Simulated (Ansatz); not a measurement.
# BrClFH2NSi: small, medium and large basis sets

How large a basis does BrClFH2NSi need? Two functionals are run in growing sets.

Computed with Ansatz 0.2.0, Gaussian basis. Level: one geometry, several basis sets.

The runs, in order: PBE0-D4/def2-SVP; ωB97M-V/def2-SVP; PBE0-D4/def2-QZVPP; ωB97M-V/def2-QZVPP; the functionals' def2-TZVPP values are taken from earlier runs.

### Step 1. The relaxed structure

The geometry comes from an earlier relaxation with PBE0-D4 in a triple-zeta def2 set; it is a stationary point, not always the lowest conformer.

SMILES `N[Si](F)(Cl)Br`, 7 atoms, charge 0, spin multiplicity 1.

Atoms are counted from 1 here; the program's logs count them from 0.

Bond lengths: N1–Si2 1.676 Å, N1–H6 1.005 Å, N1–H7 1.005 Å, Si2–F3 1.585 Å, Si2–Cl4 2.029 Å, Si2–Br5 2.194 Å. Angles: Si2–N1–H6 122.7°, Si2–N1–H7 122.5°, H6–N1–H7 113.9°, N1–Si2–F3 114.8°, N1–Si2–Cl4 109.0°, N1–Si2–Br5 109.5°, F3–Si2–Cl4 105.7°, F3–Si2–Br5 105.5°, Cl4–Si2–Br5 112.4°.

Coordinates:

```xyz
7
BrClFH2NSi
N     0.80466   -0.38057    0.65228
Si   -0.39123    0.14155   -0.39947
F    -0.09700   -0.14005   -1.93164
Cl   -2.11452   -0.84355    0.01882
Br   -0.61134    2.31846   -0.23581
H     1.63255    0.15681    0.84241
H     0.83827   -1.32046    1.00781
```

### Step 2. PBE0-D4 in def2-SVP

in.yaml reads:

```yaml
crystal:
  periodic: [false, false, false]
  atoms:
    - {symbol: N, position_ang: [0.804658, -0.380573, 0.652275]}
    - {symbol: Si, position_ang: [-0.391226, 0.141555, -0.399469]}
    - {symbol: F, position_ang: [-0.096999, -0.140046, -1.931636]}
    - {symbol: Cl, position_ang: [-2.114520, -0.843552, 0.018822]}
    - {symbol: Br, position_ang: [-0.611336, 2.318459, -0.235806]}
    - {symbol: H, position_ang: [1.632555, 0.156814, 0.842408]}
    - {symbol: H, position_ang: [0.838266, -1.320458, 1.007805]}
basis:
  gaussian: {orbitals: def2-SVP}
hamiltonian: {xc: pbe0, dispersion: d4}
output: {orbitals: {seedname: orbitals}}
```

The runs that follow: ωB97M-V in def2-SVP; PBE0-D4 in def2-QZVPP; ωB97M-V in def2-QZVPP.

Q: Predict the results of all the runs planned. Wanted: PBE0-D4: double and triple zeta above quadruple; ωB97M-V: double and triple zeta above quadruple.

The runs gave:

```
                                       quantity           value
PBE0-D4: double and triple zeta above quadruple  23.55, 2.32 eV
ωB97M-V: double and triple zeta above quadruple  23.45, 2.22 eV
```

For PBE0-D4 the step from double to triple zeta gains 21.22 eV and the next only 2.32 eV. Total energies overstate the basis error of differences, where much of it tends to cancel. The LUMO of ωB97M-V is positive and keeps falling with the basis (2.64 to 1.40 eV): an unbound level that the basis holds in place.
